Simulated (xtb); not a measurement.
# Si2H5ClO (SMILES O[SiH2][SiH2]Cl) at GFN2-xTB

We compute a geometry optimisation of Si2H5ClO. 

Program for the calculation: xtb 6.7.1.

1 further run of the same task is left out (set aside as unsound or not needed).

### 1 The molecule

The species is Si2H5ClO (9 atoms), meant as a singlet with charge 0. SMILES: `O[SiH2][SiH2]Cl`. All atoms were displaced at random from a relaxed shape. The run starts from this shape.

Bond lengths: O1–Si2 1.601 Å, Si2–Si3 2.344 Å, Si3–Cl4 2.152 Å, O1–H5 1.004 Å, Si2–H6 1.466 Å, Si2–H7 1.518 Å, Si3–H8 1.412 Å, Si3–H9 1.486 Å. Some angles: O1–Si2–Si3 109.0°, Si2–Si3–Cl4 106.0°, O1–Si2–H6 102.9°, O1–Si2–H7 113.8°, Si3–Si2–H6 110.1°, Si3–Si2–H7 109.1°, Si2–O1–H5 113.4°, Si2–Si3–H8 118.6°, Si2–Si3–H9 113.8°, Cl4–Si3–H8 105.8°.

### 2 A structure relaxation at GFN2-xTB

Contents of xcontrol:

```
$opt
   hessian=lindh
$end
```

Contents of mol.coord:

```
$coord
     -3.662402613092      0.949851939282     -0.110700156381  o
     -0.887169723728      1.770106460937      0.774371971349  si
      2.043152988684     -1.177110403029     -0.759159676046  si
      0.477892839657     -4.843160187542      0.048962803889  cl
     -4.020430124664     -0.894180607650      0.149836384422  h
     -0.530918554714      4.209818476874     -0.488947737486  h
     -0.597229044427      1.989012335214      3.620753049305  h
      2.602322948961     -1.185670862374     -3.367907693831  h
      4.455256105940     -1.227244837116      0.678203808867  h
$end
```

Run with:

```sh
xtb mol.coord --input xcontrol -o tight -P 1 | tee mol.out
```

Q: Predict the results. Wanted: total energy at the end; dipole moment; HOMO energy; LUMO energy; HOMO–LUMO gap; dispersion energy; mean polarisability.

**Answer.** As computed:

At GFN2-xTB:

```
                      quantity          value
       total energy at the end   -14.71190 Eh
                 dipole moment         0.76 D
                   HOMO energy      -10.20 eV
                   LUMO energy       -5.85 eV
                 HOMO–LUMO gap        4.35 eV
             dispersion energy  -15.96 kJ/mol
mean polarisability (D4 model)     76.8 bohr³
```

In words: At the final geometry: Bond lengths: O1–Si2 1.626 Å, Si2–Si3 2.311 Å, Si3–Cl4 2.040 Å, O1–H5 0.953 Å, Si2–H6 1.458 Å, Si2–H7 1.470 Å, Si3–H8 1.465 Å, Si3–H9 1.465 Å. Some angles: O1–Si2–Si3 112.1°, Si2–Si3–Cl4 110.5°, O1–Si2–H6 100.4°, O1–Si2–H7 109.0°, Si3–Si2–H6 113.0°, Si3–Si2–H7 111.8°, Si2–O1–H5 123.1°, Si2–Si3–H8 116.3°, Si2–Si3–H9 113.3°, Cl4–Si3–H8 104.3°. The optimisation took 13 steps and changed the energy by -0.229 eV.
